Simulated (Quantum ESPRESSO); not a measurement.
The system is TaF3.

```
Ta F
1.0
     3.90120    0.00000    0.00000
     0.00000    3.90120    0.00000
     0.00000    0.00000    3.90120
Ta F
1 3
Direct
  0.00000 0.00000 0.00000
  0.00000 0.00000 0.50000
  0.50000 0.00000 0.00000
  0.00000 0.50000 0.00000
```

| Property | Result |
| --- | --- |
| Program | Quantum ESPRESSO 7.5 |
| Task | relaxation of cell and atoms |
| Functional | PBEsol |
| Potentials or basis | GBRV 1.5 PBEsol |
| Cutoff | 762 eV |
| Density cutoff | 6095 eV |
| k mesh | 7 × 7 × 7 |
| Occupations | fermi-dirac, width 0.05 eV |
| Spin | no spin polarisation |

At the start: pressure 20.8 GPa; volume 14.84 Å³/atom.

Q: Where does the relaxation end?

A: Over 26 steps the energy falls by 120.8 meV/atom and the volume is 16.92 Å³/atom (+14.0 %); space group Pm-3m (No. 221, to 0.05 Å).

The path:
```tsv
step	energy change (eV)	largest force (eV/Å)	pressure (GPa)	volume (Å³)
1	0.0000	0.0000	20.79	59.37
2	-0.1044	0.0000	17.91	60.24
3	-0.2632	0.0000	12.96	61.89
4	-0.4064	0.0000	7.16	64.19
5	-0.4792	0.0000	1.51	66.93
6	-0.4613	0.0000	-3.30	69.87
7	-0.4623	0.0000	-3.23	69.83
8	-0.4641	0.0000	-3.09	69.73
9	-0.4667	0.0000	-2.89	69.60
10	-0.4697	0.0000	-2.63	69.42
11	-0.4730	0.0000	-2.30	69.20
12	-0.4762	0.0000	-1.93	68.96
13	-0.4791	0.0000	-1.50	68.69
14	-0.4815	0.0000	-0.98	68.36
15	-0.4830	0.0000	-0.36	67.99
16	-0.4830	0.0000	0.35	67.58
17	-0.4830	0.0000	0.35	67.58
18	-0.4830	0.0000	0.34	67.58
19	-0.4830	0.0000	0.33	67.59
20	-0.4831	0.0000	0.32	67.60
21	-0.4831	0.0000	0.30	67.61
22	-0.4831	0.0000	0.28	67.62
23	-0.4831	0.0000	0.26	67.63
24	-0.4831	0.0000	0.23	67.65
25	-0.4832	0.0000	0.19	67.67
26	-0.4832	0.0000	0.15	67.69
```

Final structure:
```cif
data_structure
_symmetry_space_group_name_H-M 'P 1'
_symmetry_Int_Tables_number 1
_cell_length_a 4.0755
_cell_length_b 4.0755
_cell_length_c 4.0755
_cell_angle_alpha 90.000
_cell_angle_beta 90.000
_cell_angle_gamma 90.000
_cell_volume 67.69
loop_
_atom_site_label
_atom_site_type_symbol
_atom_site_fract_x
_atom_site_fract_y
_atom_site_fract_z
_atom_site_occupancy
Ta1 Ta 0.00000 0.00000 0.00000 1
F1 F 0.00000 0.00000 0.50000 1
F2 F 0.50000 0.00000 0.00000 1
F3 F 0.00000 0.50000 0.00000 1
```
